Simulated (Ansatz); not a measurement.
# AlIn2Sb3: the cost of one run

Program: Ansatz 0.2.0. Level of theory: DFT PBE, scalar-relativistic, plane waves, PAW. These are calculated values, not measurements.

**1. The system as given**

It takes space group P-6m2 (No. 187, hexagonal). Conventional cell: a = 4.527 Å, b = 4.527 Å, c = 8.460 Å, α = 90.00°, β = 90.00°, γ = 120.00°. Around Al (site symmetry -6m2) lie 3 Sb at 2.61 Å and 6 In at 3.35 Å. Around In (site symmetry 3m) lie 3 Al at 3.35 Å and 9 Sb at 3.35 to 3.37 Å. Sb (site symmetry -6m2) has 3 Sb at 2.61 Å and 6 In at 3.37 Å in its first shell of neighbours. Sb (site symmetry -6m2) is surrounded by 3 Al at 2.61 Å and 6 In at 3.35 Å.

As a file:

```cif
data_structure
_symmetry_space_group_name_H-M 'P-6m2'
_symmetry_Int_Tables_number 187
_cell_length_a 4.5268
_cell_length_b 4.5268
_cell_length_c 8.4602
_cell_angle_alpha 90.000
_cell_angle_beta 90.000
_cell_angle_gamma 120.000
_cell_volume 150.14
loop_
_atom_site_label
_atom_site_type_symbol
_atom_site_symmetry_multiplicity
_atom_site_Wyckoff_symbol
_atom_site_fract_x
_atom_site_fract_y
_atom_site_fract_z
_atom_site_occupancy
Al1 Al 1 a 0.00000 0.00000 0.00000 1
In1 In 2 i 0.66667 0.33333 0.24807 1
Sb1 Sb 1 b 0.00000 0.00000 0.50000 1
Sb2 Sb 1 c 0.33333 0.66667 0.00000 1
Sb3 Sb 1 d 0.33333 0.66667 0.50000 1
```

A structure generator made this guess: species swapped into a database cell of Ce2CuGe3 (P-6m2, No. 187), with In on the Ce sites, Al on the Cu sites and Sb on the Ge sites. The dimensions are guesses.

**2. Probe: one point on a coarse mesh**

The input, input.yaml:

```yaml
crystal:
  lattice:
    - [4.52682207, 0.0, 0.0]
    - [-2.26341103, 3.92034291, 0.0]
    - [0.0, 0.0, 8.4601908]
  atoms:
    - { symbol: Al, position: [0.0, 0.0, 0.0] }
    - { symbol: In, position: [0.66666667, 0.33333333, 0.248074] }
    - { symbol: In, position: [0.66666667, 0.33333333, 0.751926] }
    - { symbol: Sb, position: [0.0, 0.0, 0.5] }
    - { symbol: Sb, position: [0.33333333, 0.66666667, 0.0] }
    - { symbol: Sb, position: [0.33333333, 0.66666667, 0.5] }
basis:
  ecutwfc: 420
kpoints:
  mp_grid: { grid: [6, 6, 2] }
hamiltonian:
  xc: pbe
scf:
  occupations: { method: gaussian, width: 0.1 }
  lower_state_search: "off"
output:
  forces: true
  stress: true
  eigenvalues: true
```

Launch:

```sh
> ansatz run input.yaml --threads 1 --pin off --max-ram 2560MiB --backend cpu --events-out ev --progress --plain --runs-dir out
```

**Question.** How long does this run take on 1 thread of Intel Xeon at 2.50GHz (Skylake/Cascade Lake), shared host, and how much memory does it need?

About 17 s, with a peak of 0.41 GiB.
